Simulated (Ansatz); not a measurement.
This script for the Ansatz DFT code, driven from Python starts 8 runs on AlBrH₄N₂, SMILES [NH2][Al]([NH2])[Br]. What input does the engine get in each?

`albrh4n2.py`
```python
"""Stretching a bond of AlBrH4N2, the rest held rigid."""

import ansatz as az
from ase import Atoms
import numpy as np

BASIS = "def2-SVP"
FUNCTIONAL = "r2scan"


def main() -> None:
    atoms = Atoms(["N", "Al", "N", "Br", "H", "H", "H", "H"], positions=[
        (0.0304, 1.7007, -0.0297),
        (-0.1565, -0.1415, -0.3272),
        (0.4135, -1.3517, 1.0073),
        (-0.9898, -0.9596, -2.3571),
        (-0.4432, 2.2013, -0.8924),
        (-0.6254, 1.9869, 0.7765),
        (1.4993, -1.1939, 1.1382),
        (0.3639, -2.2991, 0.6286),
    ])
    system = az.Crystal.molecule_from_ase(atoms)

    symbols = [site.symbol for site in system.cartesian_sites]
    start = np.array([site.position_ang for site in system.cartesian_sites])
    axis = (start[3] - start[1]) / np.linalg.norm(start[3] - start[1])
    moving = [3]
    lengths, energies = [1.99, 2.15, 2.34, 2.58, 2.93, 3.51, 4.22, 5.15], []
    for length in lengths:
        xyz = start.copy()
        xyz[moving] += (length - np.linalg.norm(start[3] - start[1])) * axis
        point = az.Crystal.molecule()
        for symbol, place in zip(symbols, xyz):
            point = point.atom(symbol, place.tolist())
        base = (
            point.calculation()
            .basis(gaussian=BASIS)
            .functional(FUNCTIONAL)
            .spin("collinear")
        )
        rep = base.run().report
        energies.append(rep["free_energy_ev"])
        print(f"r = {length:6.3f} A  E = {energies[-1]:.5f} eV  <S^2> = {abs(rep['mean_field']['state']['spin_squared']):.3f}")

    print("energy above the lowest point (eV):", [round(e - min(energies), 3) for e in energies])


if __name__ == "__main__":
    main()
```

Run 1:
```yaml
crystal:
  periodic: [false, false, false]
  atoms:
    - { symbol: "N", position_ang: [0.0304, 1.7007, -0.0297] }
    - { symbol: Al, position_ang: [-0.1565, -0.1415, -0.3272] }
    - { symbol: "N", position_ang: [0.4135, -1.3517, 1.0073] }
    - { symbol: Br, position_ang: [-0.8646071566076194, -0.8366907654154487, -2.0521330579596864] }
    - { symbol: H, position_ang: [-0.4432, 2.2013, -0.8924] }
    - { symbol: H, position_ang: [-0.6254, 1.9869, 0.7765] }
    - { symbol: H, position_ang: [1.4993, -1.1939, 1.1382] }
    - { symbol: H, position_ang: [0.3639, -2.2991, 0.6286] }
basis:
  gaussian:
    orbitals: def2-SVP
hamiltonian:
  xc: r2scan
magnetization:
  spin_polarized: true
```

Run 2, against run 1:
```diff
-    - { symbol: Br, position_ang: [-0.8646071566076194, -0.8366907654154487, -2.0521330579596864] }
+    - { symbol: Br, position_ang: [-0.92154039532984, -0.8925855003232235, -2.1908211430217714] }
```

Run 3, against run 1:
```diff
-    - { symbol: Br, position_ang: [-0.8646071566076194, -0.8366907654154487, -2.0521330579596864] }
+    - { symbol: Br, position_ang: [-0.9891486163124771, -0.958960498026206, -2.355513244032998] }
```

Run 4, against run 1:
```diff
-    - { symbol: Br, position_ang: [-0.8646071566076194, -0.8366907654154487, -2.0521330579596864] }
+    - { symbol: Br, position_ang: [-1.074548474395808, -1.0428026003878683, -2.5635453716261263] }
```

Run 5, against run 1:
```diff
-    - { symbol: Br, position_ang: [-0.8646071566076194, -0.8366907654154487, -2.0521330579596864] }
+    - { symbol: Br, position_ang: [-1.1990899341006658, -1.1650723329986257, -2.866925557699438] }
```

Run 6, against run 1:
```diff
-    - { symbol: Br, position_ang: [-0.8646071566076194, -0.8366907654154487, -2.0521330579596864] }
+    - { symbol: Br, position_ang: [-1.4054729244687156, -1.3676907470393092, -3.369669866049497] }
```

Run 7, against run 1:
```diff
-    - { symbol: Br, position_ang: [-0.8646071566076194, -0.8366907654154487, -2.0521330579596864] }
+    - { symbol: Br, position_ang: [-1.6581141712985699, -1.6157236331925597, -3.9850982435125006] }
```

Run 8, against run 1:
```diff
-    - { symbol: Br, position_ang: [-0.8646071566076194, -0.8366907654154487, -2.0521330579596864] }
+    - { symbol: Br, position_ang: [-1.9890386213714775, -1.9406117798440008, -4.791222737935872] }
```

```console
$ python albrh4n2.py
r =  1.990 A  E = -79675.39855 eV  <S^2> = 0.000
r =  2.150 A  E = -79676.05320 eV  <S^2> = 0.000
r =  2.340 A  E = -79676.12900 eV  <S^2> = 0.000
r =  2.580 A  E = -79675.72524 eV  <S^2> = 0.000
r =  2.930 A  E = -79674.84083 eV  <S^2> = 0.000
r =  3.510 A  E = -79673.50782 eV  <S^2> = 0.000
r =  4.220 A  E = -79672.52056 eV  <S^2> = 0.386
r =  5.150 A  E = -79672.07428 eV  <S^2> = 0.651
energy above the lowest point (eV): [0.73, 0.076, 0.0, 0.404, 1.288, 2.621, 3.608, 4.055]
```

Total energies depend on the basis set; only differences at equal settings carry meaning. The rest of the molecule is held rigid at a force-field or estimated start geometry, and the basis set is modest; single-reference methods fail as a bond breaks. The expectation value of S² is noticeably off S(S+1) in at least one run, so that state is spin-contaminated. Wall time of the script: 3.5 min on 1 thread of Arm Neoverse V2 (shared host), peak memory 0.34 GiB.
